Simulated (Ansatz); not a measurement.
Task: a convergence test of the k-point mesh of Cd3Ge, space group I4/mmm, with Ansatz 0.2.0, Python API. Give the script and its output. Use (first run): LDA, PAW, cutoff 463 eV, 3×3×3 k-points, cold smearing of 0.1 eV. The script varies mesh: (3, 3, 3), (5, 5, 5), (6, 6, 6), (7, 7, 7), (9, 9, 9).

```xyz
4
Lattice="-2.2103 2.2103 4.5859 2.2103 -2.2103 4.5859 2.2103 2.2103 -4.5859" Properties=species:S:1:pos:R:3 pbc="T T T"
Cd    0.0000    2.2103    2.2929
Cd    2.2103    0.0000    2.2929
Cd    0.0000    0.0000    4.5859
Ge    0.0000    0.0000    0.0000
```

`kconv_cd3ge.py`:
```python
import csv
import warnings

import ansatz as az


def main() -> None:
    warnings.simplefilter("ignore", az.DeckWarning)

    lattice = az.Lattice.of(
        (-2.210347, 2.210347, 4.585876),
        (2.210347, -2.210347, 4.585876),
        (2.210347, 2.210347, -4.585876),
    )
    sites = [
        ("Cd", (0.75, 0.25, 0.5)),
        ("Cd", (0.25, 0.75, 0.5)),
        ("Cd", (0.5, 0.5, 0.0)),
        ("Ge", (0.0, 0.0, 0.0)),
    ]
    system = az.Crystal(lattice=lattice)
    for symbol, position in sites:
        system = system.atom(symbol, position)

    calc = (
        system.calculation()
        .functional("lda")
        .basis(17 * az.Ha)
        .occupations("Marzari-Vanderbilt")
        .forces()
        .stress()
    )

    rows = []
    for value in [(3, 3, 3), (5, 5, 5), (6, 6, 6), (7, 7, 7), (9, 9, 9)]:
        r = calc.kpoints(*value).run(threads=1, pin="off").report
        rows.append((value, r["free_energy_ev"] / len(r["lattice"]["sites"]), r["n_iterations"], sum(r["stress_gpa"][i][i] for i in range(3)) / 3, max(abs(f) for row in r["forces_ev_ang"] for f in row), r["n_kpoints"]))

    with open("kconv.csv", "w", newline="") as handle:
        writer = csv.writer(handle)
        writer.writerow(["mesh", "F/atom (eV)", "iterations", "P (GPa)", "max component (eV/A)", "k-points"])
        writer.writerows([round(v, 5) if isinstance(v, float) else v for v in row] for row in rows)

    for row in rows[:-1]:
        shift = 1000 * (row[1] - rows[-1][1])
        print(f"{row[0]}: {shift:+.2f} meV/atom" + ("  (within 1 meV)" if abs(shift) < 1 else ""))


if __name__ == "__main__":
    main()
```

```console
$ python kconv_cd3ge.py
(3, 3, 3): +19.66 meV/atom
(5, 5, 5): +17.37 meV/atom
(6, 6, 6): -5.74 meV/atom
(7, 7, 7): +2.96 meV/atom
```

`kconv.csv`, as written:
```csv
mesh,F/atom (eV),iterations,P (GPa),max component (eV/A),k-points
"(3, 3, 3)",-7142.14236,8,-5.89357,0.0,6
"(5, 5, 5)",-7142.14465,7,-6.28475,0.0,18
"(6, 6, 6)",-7142.16776,6,-6.4961,0.0,30
"(7, 7, 7)",-7142.15906,6,-6.44268,0.0,40
"(9, 9, 9)",-7142.16202,7,-6.62097,0.0,75
```

What to keep in mind:
- Forces vanish by symmetry here and test nothing.
- Pressure is positive in compression.
- At these settings the cell as given stands under about -7 GPa, so it isn't at this functional's equilibrium volume.
- The structure comes from a database of computed cells and needn't be a stable or known phase.
- Shifts are counted from the finest mesh, which is itself no proven limit.
- It ran for 17 s on 1 thread of Intel(R) Xeon(R) 6975P-C (Granite Rapids) (shared host), peak memory 0.58 GiB.
